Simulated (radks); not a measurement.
# Mg in [Ne] 3s2: an all-electron calculation

An exercise on one series of results from a longer session: the logs are not shown, and one member is left open.

Program: radks (a radial shooting solver on a logarithmic mesh, Libxc functionals) version 1. Level of theory: non-relativistic Kohn-Sham, r2SCAN, spin-polarised, spherical densities, point nucleus. These are calculated values, not measurements, unless marked.

### The atom as given

| Item | Value |
| --- | --- |
| element | magnesium (Z = 12) |
| charge | 0 |
| electrons | 12 |
| configuration | [Ne] 3s2 |

Outer shells as boxes (Hund's rule):

Mg
```
[Ne] core
3s [↑↓]
```

Set-up of the first run:

Settings of this run:

```text
Z 12
configuration [Ne] 3s2
relativity non-relativistic
functional r2scan,r2scan
spin polarised
nucleus point
```

Command:

```sh
$ python run_ks.py task.json out
```

All runs below come from this command, one after another.

Steps of the session up to this table: Self-consistent calculation.

One table of the session follows, with a row left open; its other results are not shown here.

It belongs to the step «Orbitals and density». From the orbitals of this run (lengths in bohr):

```
level     <r>  outermost maximum (interpolated)  90 % within  nodes
   1s  0.1309                            0.0854        0.234      0
   2s  0.6958                             0.547         1.11      1
   2p  0.6875                             0.481         1.17      0
   3s       ?                                 ?            ?      ?
```

Estimate the missing values for 3s.

The run gave: <r>: 3.182; outermost maximum (interpolated): 2.58; 90 % within: 4.90; nodes: 2. In the column «<r>» it is the highest.
